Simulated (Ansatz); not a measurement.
# KMgF3 (cubic perovskite): the cost of one run

Method: DFT PBEsol, scalar-relativistic, plane waves, PAW, in Ansatz 0.2.0.

## Step 1: The system as given

It takes space group Pm-3m (No. 221, cubic). Conventional cell: a = 3.979 Å, b = 3.979 Å, c = 3.979 Å, α = 90.00°, β = 90.00°, γ = 90.00°. K (site symmetry m-3m) is surrounded by 12 F at 2.81 Å. Around Mg (site symmetry m-3m) lie 6 F at 1.99 Å. F (site symmetry 4/mmm) has 2 Mg at 1.99 Å and 4 K at 2.81 Å as nearest neighbours.

Coordinates:

```xyz
5
Lattice="3.9791 0.0000 0.0000 0.0000 3.9791 0.0000 0.0000 0.0000 3.9791" Properties=species:S:1:pos:R:3 pbc="T T T"
K     1.9896    1.9896    1.9896
Mg    0.0000    0.0000    0.0000
F     1.9896    0.0000    0.0000
F     0.0000    1.9896    0.0000
F     0.0000    0.0000    1.9896
```

## Step 2: Elastic constants: KMgF3 (cubic perovskite), no spin, volume × 0.98

File input.yaml:

```yaml
crystal:
  lattice:
    - [3.9791132838, 0.0, 0.0]
    - [0.0, 3.9791132838, 0.0]
    - [0.0, 0.0, 3.9791132838]
  atoms:
    - { symbol: K, position: [0.5, 0.5, 0.5] }
    - { symbol: Mg, position: [0.0, 0.0, 0.0] }
    - { symbol: F, position: [0.5, 0.0, 0.0] }
    - { symbol: F, position: [0.0, 0.5, 0.0] }
    - { symbol: F, position: [0.0, 0.0, 0.5] }
scf:
  occupations: { method: fixed }
output:
  forces: true
  stress: true
  eigenvalues: true
hamiltonian:
  xc: pbesol
basis:
  ecutwfc: 560
kpoints:
  mp_grid: { grid: [6, 6, 6] }
elastic: {}
```

The run is started by

```console
$ ansatz run input.yaml --threads 2 --pin off --max-ram 6144MiB --backend cpu --events-out ev --progress --plain --runs-dir out
```

What time and memory should one allow on 2 threads of Arm Neoverse V1, shared host?

About 23 s, with a peak of 0.41 GiB.
